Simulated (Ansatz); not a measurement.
**CH9NO2Si2: a ladder of functionals and wavefunction methods**

An exercise on one series of results from a longer session: the logs are not shown, and one member is left open.

The runs use Ansatz 0.2.0, Gaussian basis; functionals in def2-TZVPP, the program's frozen cores in correlated methods.

Levels to be run: PBE-D4, r2SCAN-D4, PBE0-D4, B3LYP-D4, ωB97X-V, ωB97M-V, B2PLYP; CCSD(T)/def2-TZVPP; MP2/def2-QZVPP; extrapolation to the limit.

**The relaxed structure**

All runs share one geometry, relaxed beforehand with PBE0-D4 in a triple-zeta def2 set.

15 atoms, charge 0, spin multiplicity 1.

Atoms are counted from 1 here; the program's logs count them from 0.

Bond lengths: C1–N2 1.461 Å, C1–H7 1.092 Å, C1–H8 1.095 Å, C1–H9 1.095 Å, N2–Si3 1.734 Å, N2–Si5 1.710 Å, Si3–O4 1.637 Å, Si3–H10 1.485 Å, Si3–H11 1.490 Å, O4–H12 0.965 Å, Si5–O6 1.662 Å, Si5–H13 1.487 Å, Si5–H14 1.489 Å, O6–H15 0.960 Å. Angles: N2–C1–H7 110.8°, N2–C1–H8 110.7°, N2–C1–H9 112.2°, H7–C1–H8 107.5°, H7–C1–H9 107.6°, H8–C1–H9 107.8°, C1–N2–Si3 116.6°, C1–N2–Si5 120.5°, Si3–N2–Si5 122.9°, N2–Si3–O4 108.7°, N2–Si3–H10 113.1°, N2–Si3–H11 106.6°, O4–Si3–H10 106.3°, O4–Si3–H11 113.8°, H10–Si3–H11 108.5°, Si3–O4–H12 114.3°, N2–Si5–O6 107.6°, N2–Si5–H13 106.9° and more.

The first run:

in.yaml

```yaml
crystal:
  periodic: [false, false, false]
  atoms:
    - {symbol: C, position_ang: [-0.455258, 1.798717, 0.440894]}
    - {symbol: N, position_ang: [-0.200505, 0.383772, 0.181086]}
    - {symbol: Si, position_ang: [-1.439583, -0.486541, -0.663190]}
    - {symbol: O, position_ang: [-0.845434, -1.946059, -1.108367]}
    - {symbol: Si, position_ang: [1.257851, -0.345257, 0.697345]}
    - {symbol: O, position_ang: [1.895050, -1.166005, -0.600331]}
    - {symbol: H, position_ang: [0.475258, 2.325681, 0.664399]}
    - {symbol: H, position_ang: [-0.902598, 2.278985, -0.435930]}
    - {symbol: H, position_ang: [-1.133525, 1.948797, 1.287675]}
    - {symbol: H, position_ang: [-2.633617, -0.760807, 0.176159]}
    - {symbol: H, position_ang: [-1.854756, 0.369129, -1.810725]}
    - {symbol: H, position_ang: [0.078528, -1.931432, -1.385319]}
    - {symbol: H, position_ang: [2.154673, 0.751709, 1.147665]}
    - {symbol: H, position_ang: [1.105375, -1.339986, 1.794880]}
    - {symbol: H, position_ang: [2.498530, -1.880693, -0.386222]}
basis:
  gaussian: {orbitals: def2-TZVPP}
hamiltonian: {xc: pbe, dispersion: d4}
output: {forces: true, orbitals: {seedname: orbitals}}
```

On the command line:

```
ansatz run in.yaml --threads 2 --pin off --events-out ev --progress --plain --max-ram 32768MiB --backend cuda --devices 0, --max-vram 18GiB
```

Steps of the session up to this table: PBE-D4 (GGA); r2SCAN-D4 (meta-GGA); PBE0-D4 (hybrid); B3LYP-D4 (hybrid); ωB97X-V (range-separated); ωB97M-V (range-separated); B2PLYP (double hybrid); CCSD(T) in def2-TZVPP; MP2 in def2-QZVPP.

One of the session's tables, all rows but one given; the rest of the session is left out.

| method | atomisation energy (kcal/mol) |
| --- | --- |
| PBE-D4 | 1319.1 |
| r2SCAN-D4 | 1308.2 |
| PBE0-D4 | 1298.7 |
| B3LYP-D4 | ? |
| ωB97X-V | 1317.1 |
| ωB97M-V | 1316.1 |
| B2PLYP | 1295.8 |
| HF/def2-TZVPP | 944.8 |
| MP2/def2-TZVPP | 1296.2 |
| CCSD/def2-TZVPP | 1260.1 |
| CCSD(T)/def2-TZVPP | 1277.5 |
| MP2/CBS | 1335.0 |
| CCSD(T)/CBS | 1316.3 |

Q: Estimate the row for B3LYP-D4 from the others.

The run gave: atomisation energy (kcal/mol): 1310.2. In the column «atomisation energy (kcal/mol)» it lies between r2SCAN-D4 (1308.2) and ωB97M-V (1316.1).

Caveats from the session: Free atoms (1 C, 1 N, 2 Si, 2 O, 9 H) were run apart at each level; the atomisation energy is their sum less the molecule, without zero-point or spin-orbit terms.
